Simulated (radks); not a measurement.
# C with its nuclear charge varied continuously

The task here is to estimate one member of a computed series from the others.

Method: Dirac Kohn-Sham, LDA (Slater exchange, Perdew-Wang correlation), spin-unpolarised, spherical densities, finite nucleus; open shells are shared between the two j in proportion to 2j + 1. Code: radks (a radial shooting solver on a logarithmic mesh, Libxc functionals) version 1.

## The atom as given

* element: carbon (Z = 6)
* charge: 0
* electrons: 6
* configuration: [He] 2s2 2p2
* nuclear rms radius: 2.4702 fm

Outer shells as boxes (Hund's rule):

C
```
[He] core
2s [↑↓]
2p [↑ ][↑ ][  ]
```

Set-up of the first run:

Input:

```text
Z 6
configuration [He] 2s2 2p2
relativity Dirac
functional lda,pw
spin unpolarised
j_filling average
nucleus finite rms 2.4702 fm
c 137.035999084
```

Among the steps run: Z = 6.

One of the session's tables, all rows but one given; the rest of the session is left out.

It belongs to the step «Z = 6». Sizes of the orbitals, from the radial functions (bohr):

```
level     <r>  outermost maximum (interpolated)  90 % within
1s1/2  0.2727                             0.175        0.490
2s1/2   1.583                              1.22         2.54
2p1/2   1.793                              1.19         3.12
2p3/2       ?                                 ?            ?
```

**Question.** Estimate the row for 2p3/2.

The run gave: <r>: 1.795; outermost maximum (interpolated): 1.19; 90 % within: 3.13. In the column «<r>» it is the highest.
